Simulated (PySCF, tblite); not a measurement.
**C₇H₄FP: geometry, infrared bands and NMR shifts**

Aim: predict the infrared bands and NMR shifts of C₇H₄FP (`Fc1ccc(C#P)cc1`).

Programs: tblite 0.8.0 and PySCF 2.14.0, with density-fitted response routines of our own. Each step states its level of theory. These are calculated values for one molecule in the gas phase, unless marked as measured. Atoms count from 0, in the outputs and in this text.

## Step 1: Starting geometry

13 atoms, charge 0, multiplicity 1; geometry from: force field or distance geometry start.

Bonds of the start (Å): F0–C1 1.34, C1–C2 1.40, C2–C3 1.39, C3–C4 1.41, C4–C5 1.43, C5–P6 1.55, C4–C7 1.39, C7–C8 1.40, C8–C1 1.41, C2–H9 1.09, C3–H10 1.08, C7–H11 1.09, C8–H12 1.08.

## Step 2: Geometry optimisation with GFN2-xTB

What the job is given:

```
{"job": {"kind": "relax", "xc": "GFN2-xTB", "basis": "xTB"}, "charge": 0, "multiplicity": 1}
F     -3.083500     0.114900    -0.153700
C     -1.743800     0.070700    -0.096500
C     -0.993200     1.236800     0.104200
C      0.393100     1.196100     0.160700
C      1.055500    -0.042300     0.057300
C      2.488000    -0.096000     0.117400
P      4.033200    -0.151000     0.191600
C      0.323300    -1.211500    -0.133700
C     -1.074100    -1.164700    -0.204900
H     -1.516500     2.189600     0.197700
H      0.952200     2.102100     0.313100
H      0.814900    -2.175100    -0.229900
H     -1.653400    -2.069200    -0.341200
```

Command:

```
OMP_NUM_THREADS=1 python probes_run.py task.json out
```

One launch serves the whole session: the jobs run in the order shown.

**Question.** This job is followed by: GFN2-xTB harmonic vibrations, gas phase; GIAO PBE0/pcSseg-1 NMR shielding, non-relativistic, gas phase. Predict these results of the whole session: strongest single infrared mode (GFN2-xTB); zero-point energy (GFN2-xTB); 13C shifts against TMS (PBE0/pcSseg-1, means over atoms taken as alike); 1H shifts against TMS (PBE0/pcSseg-1, means over atoms taken as alike); 19F shifts against CFCl3 (PBE0/pcSseg-1); 31P shifts against H3PO4 (PBE0/pcSseg-1).

**Answer**, as computed:

```
                                                               quantity                                  value
                              strongest single infrared mode (GFN2-xTB)                  1235 cm⁻¹, 170 km/mol
                                           zero-point energy (GFN2-xTB)                          53.5 kcal/mol
13C shifts against TMS (PBE0/pcSseg-1, means over atoms taken as alike)  175.7, 173.4, 144.7, 128.7, 121.4 ppm
 1H shifts against TMS (PBE0/pcSseg-1, means over atoms taken as alike)                         8.05, 7.28 ppm
                               19F shifts against CFCl3 (PBE0/pcSseg-1)                             -105.0 ppm
                               31P shifts against H3PO4 (PBE0/pcSseg-1)                               29.6 ppm
```

What this shows: Relaxing lowered the energy by 0.082 eV in 13 steps; the close pair that moved most is C4–C5, from 1.435 to 1.401 Å. No mode is imaginary among the 33: a minimum at this level. The strongest single mode, at 1235 cm⁻¹, has its largest shares on C1, H11, F0 and H10 (the list is cut at 4 atoms). GFN2-xTB is a fitted tight-binding method: band positions and strengths are rough. Its intensities can rank the bands wrongly. At PBE0/pcSseg-1: Shielding is most anisotropic at P6 (span 582 ppm, paramagnetic term -682 ppm). NICS(1)zz of -26 ppm above the planar ring from C1 marks a diatropic (aromatic) ring current.
